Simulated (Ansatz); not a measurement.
Set up this calculation in Ansatz 0.2.0, as the native input.

* Task: single point
* Functional: PBE
* Potentials or basis: Ansatz PAW
* Cutoff: 420 eV (not typed: the program's choice for these potentials)
* k mesh: 7 × 7 × 7
* Occupations: gaussian, width 0.05 eV
* Spin: no spin polarisation
* Hubbard terms: Pt d U = 6 eV
* Hubbard projectors: ortho-atomic (the default)
* Double counting: fll (the default)

PtF2:

```xyz
3
Lattice="1.5648 0.9034 4.7309 -1.5648 0.9034 4.7309 0.0000 -1.8068 4.7309" Properties=species:S:1:pos:R:3 pbc="T T T"
Pt    0.0000    0.0000    0.0000
F     0.0000    0.0000    3.5766
F     0.0000    0.0000   10.6161
```

The cell was built by a generator and needn't be a form met in nature.

One way to write it, as run:

input.yaml

```yaml
crystal:
  lattice:
    - [1.56477423, 0.90342282, 4.73090183]
    - [-1.56477423, 0.90342282, 4.73090183]
    - [0.0, -1.80684565, 4.73090183]
  atoms:
    - { symbol: Pt, position: [0.0, 0.0, 0.0] }
    - { symbol: F, position: [0.252, 0.252, 0.252] }
    - { symbol: F, position: [0.748, 0.748, 0.748] }
hamiltonian:
  xc: pbe
  pseudopotentials: { kind: paw }
  hubbard: { sites: [{ species: Pt, l: d, u_eff: 6.0 }] }
kpoints:
  mp_grid: { grid: [7, 7, 7] }
scf:
  occupations: { method: gaussian, width: 0.05 }
output:
  forces: true
  stress: true
  eigenvalues: true
  write_density: true
  write_potential: true
  elf: true
  volumetric_format: npy
```

Potentials or basis: Ansatz PAW.

Run with:

```sh
$ ansatz run input.yaml --threads 2 --pin off --max-ram 5632MiB --backend cpu --events-out ev --progress --plain --runs-dir out
```

It gave:

```json
{
 "Pressure": "24.4 GPa",
 "Largest force": "1.099 eV/Å",
 "Band gap on the k mesh": "none (metal or under the smearing width)"
}
```

Caveat: the pressure holds a Pulay correction of +0.6 GPa for the finite cutoff; U without spin polarisation on a metal has little footing; forces of over 1 eV/Å show positions far from the minimum, so gaps and moduli don't describe the material at rest.

It took 2.6 s on 2 threads of Arm Neoverse V1, with other jobs on the host, peak memory 0.32 GiB.
